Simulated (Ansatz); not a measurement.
# BH5N2O: the cost of one run

All numbers below are computed with Ansatz 0.2.0 (RHF/def2-SVP).

**1. The starting structure**

Bond lengths: B1–O2 1.410 Å, O2–H3 1.010 Å, B1–N4 1.550 Å, N4–H5 1.060 Å, N4–H6 1.060 Å, B1–N7 1.550 Å, N7–H8 1.060 Å, N7–H9 1.060 Å. Angles: B1–O2–H3 109.5°, O2–B1–N4 120.0°, O2–B1–N7 120.0°, N4–B1–N7 120.0°, B1–N4–H5 120.0°, B1–N4–H6 120.0°, H5–N4–H6 120.0°, B1–N7–H8 120.0°, B1–N7–H9 120.0°, H8–N7–H9 120.0°.

As a file:

```xyz
9

B     0.0000    0.0000    0.0000
O     0.0000    0.0000    1.4100
H    -0.9095   -0.2814    1.7471
N     1.3423    0.0000   -0.7750
H     1.8089   -0.9179   -1.0268
H     1.7937    0.9179   -1.0532
N    -1.3423    0.0000   -0.7750
H    -2.0112   -0.8164   -0.6764
H    -1.5914    0.8164   -1.4036
```

**2. Relaxing the start**

File input.yaml:

```yaml
crystal:
  periodic: [false, false, false]
  atoms:
    - { symbol: B, position_ang: [0.0, 0.0, 0.0] }
    - { symbol: O, position_ang: [0.0, 0.0, 1.41] }
    - { symbol: H, position_ang: [-0.9095, -0.2814, 1.7471] }
    - { symbol: "N", position_ang: [1.3423, 0.0, -0.775] }
    - { symbol: H, position_ang: [1.8089, -0.9179, -1.0268] }
    - { symbol: H, position_ang: [1.7937, 0.9179, -1.0532] }
    - { symbol: "N", position_ang: [-1.3423, 0.0, -0.775] }
    - { symbol: H, position_ang: [-2.0112, -0.8164, -0.6764] }
    - { symbol: H, position_ang: [-1.5914, 0.8164, -1.4036] }
basis:
  gaussian: { orbitals: def2-SVP }
hamiltonian:
  xc: hf
relax:
  f_tol: 0.02
  max_steps: 40
```

Launch:

```
ansatz run input.yaml --threads 1 --pin off --max-ram 2048MiB --backend cpu --events-out ev --progress --plain --runs-dir out
```

**Question.** How long does this run take on 1 thread of Arm Neoverse V1, shared host, and how much memory does it need?

About 17 s, with a peak of 0.14 GiB.
